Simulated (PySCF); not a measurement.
# CH6O3Si2: the cost of one run

Programs: PySCF 2.14.0, with density-fitted response routines of our own. Each step states its level of theory. These are calculated values for one molecule in the gas phase, unless marked as measured. Atoms are numbered from 0 throughout.

## Step 1: Starting geometry

12 atoms, charge 0, multiplicity 1; geometry from: PBE0-D3(BJ)/def2-SVP.

Bonds of the start (Å): O0–C1 1.21, C1–Si2 1.93, Si2–O3 1.64, O3–Si4 1.67, Si4–O5 1.65, C1–H6 1.13, Si2–H7 1.49, Si2–H8 1.49, Si4–H9 1.49, Si4–H10 1.48, O5–H11 0.97.

## Step 2: Nuclear shieldings: HF/pcSseg-1

Job settings and geometry (Å):

```
{"job": {"kind": "nmr", "xc": "HF", "basis": "pcSseg-1", "pop": false}, "charge": 0, "multiplicity": 1}
O     -1.137314     1.249207     1.510758
C     -1.703105     0.218652     1.215622
Si    -0.887294    -1.218521     0.210190
O      0.544395    -0.723236    -0.419089
Si     1.727814     0.449056    -0.251732
O      1.650766     1.119833     1.249840
H     -2.770636     0.081481     1.546166
H     -0.737071    -2.361439     1.158783
H     -1.849821    -1.587421    -0.866755
H      1.487487     1.436078    -1.342847
H      3.052768    -0.201763    -0.389452
H      0.757192     1.430334     1.478730
```

Level: GIAO HF/pcSseg-1 NMR shielding, non-relativistic, gas phase.

Command:

```
$ OMP_NUM_THREADS=1 python probes_run.py task.json out
```

One launch serves the whole session: the jobs run in the order shown.

**Question.** How long does this first job take on 1 thread of Arm Neoverse V1, shared host, and how much memory does it need?

About 7.1 s, with a peak of 0.9 GiB.
